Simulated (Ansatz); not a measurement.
# BGaH₄O: basis-set convergence

Aim: see how fast density functionals converge with the basis set for BGaH₄O.

Computed with Ansatz 0.2.0, Gaussian basis. Level: one geometry, several basis sets.

Levels to be run: PBE0-D4/def2-SVP; ωB97M-V/def2-SVP; PBE0-D4/def2-QZVPP; ωB97M-V/def2-QZVPP; the functionals' def2-TZVPP values are taken from earlier runs.

### 1 The geometry

An earlier PBE0-D4 in a triple-zeta def2 set relaxation fixed the geometry.

SMILES `O[BH][GaH2]`, 7 atoms, charge 0, spin multiplicity 1.

Atoms are counted from 1 here; the program's logs count them from 0.

Bond lengths: O1–B2 1.354 Å, O1–H4 0.962 Å, B2–Ga3 2.100 Å, B2–H5 1.210 Å, Ga3–H6 1.579 Å, Ga3–H7 1.579 Å. Angles: B2–O1–H4 113.8°, O1–B2–Ga3 119.2°, O1–B2–H5 118.2°, Ga3–B2–H5 122.6°, B2–Ga3–H6 122.5°, B2–Ga3–H7 122.5°, H6–Ga3–H7 114.9°.

### 2 PBE0-D4 in def2-SVP

in.yaml reads:

```yaml
crystal:
  periodic: [false, false, false]
  atoms:
    - {symbol: O, position_ang: [-1.530769, -0.581629, -0.508676]}
    - {symbol: B, position_ang: [-0.295197, -0.054064, -0.680610]}
    - {symbol: Ga, position_ang: [0.919435, 0.279928, 1.000197]}
    - {symbol: H, position_ang: [-2.019142, -0.701379, -1.329022]}
    - {symbol: H, position_ang: [0.063863, 0.206682, -1.805854]}
    - {symbol: H, position_ang: [0.925652, 1.650444, 1.783467]}
    - {symbol: H, position_ang: [1.936158, -0.799981, 1.540498]}
basis:
  gaussian: {orbitals: def2-SVP}
hamiltonian: {xc: pbe0, dispersion: d4}
output: {orbitals: {seedname: orbitals}}
```

Launch:

```console
$ ansatz run in.yaml --threads 2 --pin off --events-out ev --progress --plain --max-ram 4352MiB
```

The runs that follow: ωB97M-V in def2-SVP; PBE0-D4 in def2-QZVPP; ωB97M-V in def2-QZVPP.

Before running them: what should the planned runs give, taken together? Wanted: PBE0-D4: double and triple zeta above quadruple; ωB97M-V: double and triple zeta above quadruple.

**Answer**, as computed:

| quantity | value |
| --- | --- |
| PBE0-D4: double and triple zeta above quadruple | 11.35, 1.35 eV |
| ωB97M-V: double and triple zeta above quadruple | 11.41, 1.32 eV |

What this shows: PBE0-D4 gains 10.00 eV from double to triple zeta, then 1.35 eV more. Total energies overstate the basis error of differences, where much of it tends to cancel.
